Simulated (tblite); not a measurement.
# C7H13NSi2: the cost of one run

Computed with tblite 0.8.0 and PySCF 2.14.0, with density-fitted response routines of our own, on a single molecule in the gas phase. Atoms count from 0, in the outputs and in this text.

## Step 1: Starting geometry

23 atoms, charge 0, multiplicity 1; geometry from: force field or distance geometry start.

Bonds of the start (Å): C0–C1 1.22, C1–Si2 1.79, Si2–Si3 2.18, Si3–C4 1.87, C4–C5 1.52, C5–C6 1.46, C6–N7 1.28, N7–C8 1.45, C5–C9 1.50, C9–Si3 1.88, C0–H10 1.06, Si2–H11 1.49, Si2–H12 1.48, Si3–H13 1.47, C4–H14 1.09, C4–H15 1.11, C5–H16 1.11, C6–H17 1.10, C8–H18 1.11, C8–H19 1.12, C8–H20 1.11, C9–H21 1.09, C9–H22 1.09.

## Step 2: Relaxing the molecule with GFN2-xTB

What the job is given:

```
{"job": {"kind": "relax", "xc": "GFN2-xTB", "basis": "xTB"}, "charge": 0, "multiplicity": 1}
C      4.901600     0.782200     1.931500
C      4.190500     0.665100     0.948400
Si     3.170200     0.476200    -0.507800
Si     1.443100    -0.826000    -0.214900
C      0.164200    -0.362600     1.064400
C     -0.849300    -0.904000     0.075500
C     -2.258700    -0.595100     0.292500
N     -2.799200     0.412200    -0.288600
C     -4.205300     0.677800    -0.052900
C     -0.121700    -0.114600    -0.978800
H      5.513200     0.891000     2.787800
H      2.774400     1.840000    -0.962900
H      3.956100    -0.076800    -1.628000
H      1.597400    -2.270200    -0.430900
H      0.201100    -0.932900     1.989600
H      0.101400     0.729200     1.257100
H     -0.702600    -1.985400    -0.146800
H     -2.912000    -1.186100     0.944700
H     -4.414800     0.591500     1.036500
H     -4.475800     1.704100    -0.397000
H     -4.854000    -0.043500    -0.595000
H     -0.141400     0.968000    -0.820200
H     -0.283100    -0.413100    -2.013700
```

Launch:

```bash
> OMP_NUM_THREADS=1 python probes_run.py task.json out
```

The driver reads the jobs from task.json and runs them one after another.

**Question.** How long does this first job take on 1 thread of Arm Neoverse N1, shared host, and how much memory does it need?

About 5.8 s, with a peak of 0.18 GiB.
